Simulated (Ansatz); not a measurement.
Predict the output of the script below (the Python package of Ansatz (0.2.0)).

`bend.py`
```python
import ansatz
from ase import Atoms


def main() -> None:
    atoms = Atoms(["C", "O", "Sn", "F", "H", "H", "H", "H", "H"], positions=[
        (0.5916, 1.2634, 0.0889),
        (0.284, 0.2961, 1.0138),
        (-0.5392, -1.2379, 0.0143),
        (-0.8126, -2.67, 1.2706),
        (1.2749, 0.955, -0.7047),
        (-0.3995, 1.6616, -0.4081),
        (1.0137, 2.1807, 0.6066),
        (-1.9524, -0.7131, -0.7544),
        (0.6279, -1.782, -1.1439),
    ])

    first = (
        ansatz.Crystal.molecule_from_ase(atoms).calculation()
        .basis(gaussian="def2-SVP")
        .functional("b3lyp", dispersion="d4")
        .relax(force_tolerance=0.02, max_steps=80)
    )
    atoms.positions = first.run(threads=1).report["positions_ang"]

    rows = []
    for angle in [85, 95, 105, 115, 125, 140, 160]:
        bent = atoms.copy()
        bent.set_angle(0, 1, 2, angle, indices=[2, 3, 7, 8])
        base = (
            ansatz.Crystal.molecule_from_ase(bent).calculation()
            .basis(gaussian="def2-SVP")
            .functional("b3lyp", dispersion="d4")
        )
        rows.append((angle, base.run(threads=1).report["free_energy_ev"]))
    floor = min(e for _, e in rows)
    for angle, e in rows:
        print(f"angle C0-O1-Sn2 = {angle:3d} deg   {1000 * (e - floor):9.1f} meV")


if __name__ == "__main__":
    main()
```

```console
$ python bend.py
angle C0-O1-Sn2 =  85 deg      1174.7 meV
angle C0-O1-Sn2 =  95 deg       475.5 meV
angle C0-O1-Sn2 = 105 deg       148.1 meV
angle C0-O1-Sn2 = 115 deg        16.7 meV
angle C0-O1-Sn2 = 125 deg         0.0 meV
angle C0-O1-Sn2 = 140 deg        99.7 meV
angle C0-O1-Sn2 = 160 deg       313.2 meV
```

Caveats:
- The scan is rigid, and the energies are electronic, in a modest basis. The zero is the lowest point of the grid, which needn't be the minimum.
- def2 sets replace the cores of elements past krypton by effective core potentials.
- b3lyp holds the VWN-RPA fit, as in Gaussian; the form of ORCA and Turbomole is b3lyp5.
- Wall time of the script: 3.2 min on 1 thread of Arm Neoverse V1 (shared host), peak memory 0.28 GiB.
